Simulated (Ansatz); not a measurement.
# TaC+ (septet): wave-function methods side by side, def2-TZVPP

An exercise on one series of results from a longer session: the logs are not shown, and one member is left open.

Program: Ansatz 0.2.0, Gaussian basis. Level of theory: def2-TZVPP, core rule «outside noble gas», up to 5 orbitals frozen. These are calculated values, not measurements.

To be run: UHF; ROHF; CCSD(T) on UHF.

## The system

The geometry is a PBE0/def2-TZVP stationary point (not a proven minimum) of the parent state, kept for this charge and spin. No spin-orbit coupling is included. Elements past krypton take def2 core potentials.

2 atoms, charge 1, spin multiplicity 7.

Atoms are counted from 1 here; the program's logs count them from 0.

Bond lengths: Ta1–C2 1.984 Å.

Set-up of the first run:

in.yaml reads:

```yaml
crystal:
  periodic: [false, false, false]
  atoms:
    - {symbol: Ta, position_ang: [0.000000, 0.000000, 0.000000]}
    - {symbol: C, position_ang: [0.000000, 0.000000, 1.983800]}
basis:
  gaussian: {orbitals: def2-TZVPP}
total_charge: 1
magnetization: {spin_polarized: true, initial_magnetization: 6}
hamiltonian: {xc: hf}
output: {orbitals: {seedname: orbitals}}
```

Run with:

```
> ansatz run in.yaml --threads 1 --pin off --events-out ev --progress --plain --max-ram 4096MiB --backend cpu
```

Among the steps run: UHF; ROHF; CCSD(T) on UHF.

One table of the session follows, with a row left open; its other results are not shown here.

| method | from UCCSD(T) (kJ/mol) |
| --- | --- |
| ROHF | +437.0 |
| UHF | +423.8 |
| UMP2 | ? |
| UCCSD | +20.1 |
| UCCSD(T) | 0 |

**Question.** Estimate the row for UMP2.

As computed: from UCCSD(T) (kJ/mol): +77.4. In the column «from UCCSD(T) (kJ/mol)» it lies between UCCSD (+20.1) and UHF (+423.8).
